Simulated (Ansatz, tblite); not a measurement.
# The cluster In₇Sb₆F₃: one state, many levels

The task here is to estimate one member of a computed series from the others.

Method: as each input shows; program: Ansatz 0.2.0, Gaussian basis.

Plan: GFN1-xTB, PBE-D4/def2-TZVP, r2SCAN-D4/def2-TZVP, B3LYP-D4/def2-TZVP, revPBE-D4/def2-TZVP, BHLYP-D4/def2-TZVP, PBE-D4/def2-SVP, PBE0-D4/def2-SVP, MP2/def2-SVP, RPA/def2-SVP.

1 further run of the same task is left out (set aside as unsound or not needed).

## The structure

The singlet was relaxed beforehand with PBE-D4/def2-SVP.

16 atoms, charge 0, spin multiplicity 1.

Bond lengths: Sb1–Sb5 2.735 Å, Sb1–In7 2.873 Å, Sb1–F14 2.165 Å, Sb2–Sb3 2.910 Å, Sb2–In7 3.086 Å, Sb2–In10 2.902 Å, Sb3–In7 2.826 Å, Sb3–In9 3.140 Å, Sb4–Sb6 2.770 Å, Sb4–In11 2.905 Å, Sb4–In12 3.101 Å, Sb5–In11 2.776 Å, Sb6–In8 3.208 Å, Sb6–In10 2.875 Å, In7–In8 3.201 Å, In7–F15 2.297 Å, In8–In11 3.045 Å, In9–In10 3.251 Å and more. Angles: Sb5–Sb1–In7 104.6°, Sb5–Sb1–F14 107.2°, In7–Sb1–F14 83.6°, Sb3–Sb2–In7 56.1°, Sb3–Sb2–In10 105.6°, In7–Sb2–In10 94.6°, Sb2–Sb3–In7 65.1°, Sb2–Sb3–In9 69.4°, In7–Sb3–In9 109.9°, Sb6–Sb4–In11 103.5°, Sb6–Sb4–In12 76.3°, In11–Sb4–In12 110.7°, Sb1–Sb5–In11 86.4°, Sb4–Sb6–In8 82.3°, Sb4–Sb6–In10 99.2°, In8–Sb6–In10 70.4°, Sb1–In7–Sb2 125.4°, Sb1–In7–Sb3 150.5° and more.

In, Sb take a core potential in the def2 sets. No spin-orbit coupling is included.

PBE0-D4/def2-TZVP was run before; its log isn't repeated, and its numbers join the tables.

The first run:

Tight binding, by tblite at 300 K electronic temperature and without a spin-polarisation term:

```python
tblite.interface.Calculator('GFN1-xTB', numbers, positions, charge=0, uhf=0).singlepoint()
```

start.molden holds the orbitals of an earlier run on this state, given as this run's starting guess.

Contents of in.yaml:

```yaml
crystal:
  periodic: [false, false, false]
  atoms:
    - {symbol: Sb, position_ang: [-3.450837, 2.103308, 0.821568]}
    - {symbol: Sb, position_ang: [-0.933193, -2.491466, 1.595701]}
    - {symbol: Sb, position_ang: [-2.163063, -2.934654, -1.004278]}
    - {symbol: Sb, position_ang: [2.916444, 2.197001, -0.093893]}
    - {symbol: Sb, position_ang: [-2.213797, 4.187948, -0.445638]}
    - {symbol: Sb, position_ang: [3.055209, 0.557047, 2.134612]}
    - {symbol: In, position_ang: [-2.106264, -0.239161, -0.158468]}
    - {symbol: In, position_ang: [-0.130494, 0.927016, 2.073377]}
    - {symbol: In, position_ang: [0.736224, -4.137951, -0.936984]}
    - {symbol: In, position_ang: [1.831356, -1.803775, 1.042502]}
    - {symbol: In, position_ang: [0.063332, 2.599547, -0.463313]}
    - {symbol: In, position_ang: [3.797008, -0.542343, -1.250685]}
    - {symbol: In, position_ang: [-0.064244, -1.144733, -3.019462]}
    - {symbol: F, position_ang: [-2.330364, 1.696066, 2.628954]}
    - {symbol: F, position_ang: [-0.555893, 0.644792, -1.604625]}
    - {symbol: F, position_ang: [1.548586, -1.618633, -1.319389]}
basis:
  gaussian: {orbitals: def2-TZVP, fitting: {mean_field: def2-universal-jkfit}, initial_orbitals: start.molden}
hamiltonian: {xc: pbe, dispersion: d4}
scf: {omitted_lower_state_checks: [starts]}
output: {orbitals: {seedname: orbitals}}
```

Run with:

```sh
$ ansatz run in.yaml --threads 2 --pin off --events-out ev --progress --plain --max-ram 32768MiB --backend cuda --devices 0, --max-vram 18GiB
```

Steps of the session up to this table: PBE-D4/def2-TZVP; r2SCAN-D4/def2-TZVP; B3LYP-D4/def2-TZVP; revPBE-D4/def2-TZVP; BHLYP-D4/def2-TZVP; PBE-D4/def2-SVP; PBE0-D4/def2-SVP; MP2/def2-SVP; RPA/def2-SVP.

One of the session's tables, all rows but one given; the rest of the session is left out.

It belongs to the step «Binding energy». 

```
              level  binding an atom (eV)
        HF/def2-SVP                 1.044
    PBE-D4/def2-SVP                 2.662
   PBE-D4/def2-TZVP                 2.646
revPBE-D4/def2-TZVP                 2.469
r2SCAN-D4/def2-TZVP                 2.490
 B3LYP-D4/def2-TZVP                 2.463
   PBE0-D4/def2-SVP                 2.471
  PBE0-D4/def2-TZVP                 2.470
 BHLYP-D4/def2-TZVP                 2.317
       RPA/def2-SVP                 2.029
       MP2/def2-SVP                     ?
```

**Question.** Estimate the row for MP2/def2-SVP.

As computed: binding an atom (eV): 2.281. In the column «binding an atom (eV)» it lies between RPA/def2-SVP (2.029) and BHLYP-D4/def2-TZVP (2.317).

Caveats from the session: Free atoms were run apart at each level; binding is atoms less cluster, divided by the number of atoms, without zero-point or spin-orbit terms.
